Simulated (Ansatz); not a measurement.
# CuOs: the cost of one run

Method: DFT PBE, scalar-relativistic, plane waves, PAW, in Ansatz 0.2.0.

## 1. The starting structure

It takes space group P6/mmm (No. 191, hexagonal). Conventional cell: a = 4.746 Å, b = 4.746 Å, c = 3.829 Å, α = 90.00°, β = 90.00°, γ = 120.00°. Cu (site symmetry mmm) is surrounded by 6 Os at 2.35 to 2.37 Å and 4 Cu at 2.37 Å. Os (site symmetry 6/mmm) has 6 Cu at 2.37 Å as nearest neighbours. Around Os (site symmetry -6m2) lie 6 Cu at 2.35 Å.

Coordinates:

```cif
data_structure
_symmetry_space_group_name_H-M 'P6/mmm'
_symmetry_Int_Tables_number 191
_cell_length_a 4.7461
_cell_length_b 4.7461
_cell_length_c 3.8293
_cell_angle_alpha 90.000
_cell_angle_beta 90.000
_cell_angle_gamma 120.000
_cell_volume 74.70
loop_
_atom_site_label
_atom_site_type_symbol
_atom_site_symmetry_multiplicity
_atom_site_Wyckoff_symbol
_atom_site_fract_x
_atom_site_fract_y
_atom_site_fract_z
_atom_site_occupancy
Cu1 Cu 3 f 0.50000 0.00000 0.00000 1
Os1 Os 1 a 0.00000 0.00000 0.00000 1
Os2 Os 2 d 0.33333 0.66667 0.50000 1
```

This is candidate A: CoSn type (P6/mmm, No. 191).

(A quick probe on a coarse mesh, which set the mesh and smearing, is not shown.)

## 3. A loose first relaxation (candidate A)

File input.yaml:

```yaml
crystal:
  lattice:
    - [4.746137621, 0.0, 0.0]
    - [-2.3730688105, 4.1102757497, 0.0]
    - [0.0, 0.0, 3.8292701261]
  atoms:
    - { symbol: Cu, position: [0.5, 0.0, 0.0] }
    - { symbol: Cu, position: [0.5, 0.5, 0.0] }
    - { symbol: Cu, position: [0.0, 0.5, 0.0] }
    - { symbol: Os, position: [0.0, 0.0, 0.0] }
    - { symbol: Os, position: [0.3333333333, 0.6666666667, 0.5] }
    - { symbol: Os, position: [0.6666666667, 0.3333333333, 0.5] }
basis:
  ecutwfc: 420
kpoints:
  mp_grid: { grid: [6, 6, 4] }
hamiltonian:
  xc: pbe
scf:
  occupations: { method: gaussian, width: 0.1 }
  lower_state_search: "off"
output:
  forces: true
  stress: true
  eigenvalues: true
relax:
  adjacent_minimum: "off"
  f_tol: 0.04
  max_steps: 70
  cell: { stress_tol: 0.4 }
```

Command:

```console
ansatz run input.yaml --threads 1 --pin off --max-ram 2560MiB --backend cpu --events-out ev --progress --plain --runs-dir out
```

Q: Estimate wall time and peak memory on 1 thread of Intel Xeon 6975P-C (Granite Rapids), shared host.

About 30 s, with a peak of 0.46 GiB.
